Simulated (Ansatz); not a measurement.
Crystal: EuMg2Fe.

```
Eu Fe Mg
1.0
     4.84177    0.00000    0.00000
    -2.42088    4.19309    0.00000
     0.00000    0.00000    5.13784
Eu Fe Mg
1 1 2
Cartesian
  0.0000 0.0000 2.5689
  0.0000 0.0000 0.0000
  0.0000 2.7954 0.1108
  2.4209 1.3977 5.0271
```

The cell comes from a database or a generator and needn't be the stable form of this composition.

```yaml
Program: Ansatz 0.2.0
Task: single point
Functional: PBE
Potentials_or_basis: Ansatz PAW
Cutoff: "420 eV (not typed: the program's choice for these potentials)"
k_mesh: 6 × 6 × 5
Occupations: fermi-dirac, width 0.05 eV
Spin: collinear spin, ferromagnetic start
Starting_moments: "[7.0, 3.0, 0.0, 0.0] μB"
```

On this cell: pressure -0.2 GPa; largest force 0.047 eV/Å; net moment 5.24 μB per cell; site moments Eu +6.57; Fe -2.02; Mg +0.03 μB; band gap on the k mesh none (metal or under the smearing width).

The same run follows on a disturbed copy (atoms moved at random, drawn with an rms of 0.05 Å):

```xyz
4
Lattice="4.8418 0.0000 0.0000 -2.4209 4.1931 0.0000 0.0000 0.0000 5.1378" Properties=species:S:1:pos:R:3 pbc="T T T"
Eu    0.0202   -0.0295    2.6220
Fe   -0.0144    0.0183   -0.0503
Mg   -0.0256    2.8219    0.1005
Mg    2.4606    1.4238    5.0417
```

**Question.** What does the disturbed cell give?

**Answer.** The energy (extrapolated to zero smearing) moves by +7.9 meV/atom; pressure -0.2 GPa; largest force 0.438 eV/Å; net moment 5.31 μB per cell; site moments Eu +6.52; Fe -1.96; Mg +0.03 μB; band gap on the k mesh none (metal or under the smearing width).

Forces on the atoms (eV/Å):
```
Eu  -0.056  0.099 -0.421
Fe   0.123 -0.038  0.418
Mg   0.234 -0.007 -0.040
Mg  -0.300 -0.054  0.043
```

Stress tensor (GPa, compression positive):
```
 0.64 -0.02  0.05
-0.02  0.35  0.00
 0.05  0.00 -1.50
```

Caveats: spin-orbit coupling is left out, which moves the levels of the heavy elements; without U or exact exchange the open f shell lies at the Fermi level, which spoils levels, moments and volumes; the starting moments weren't kept.
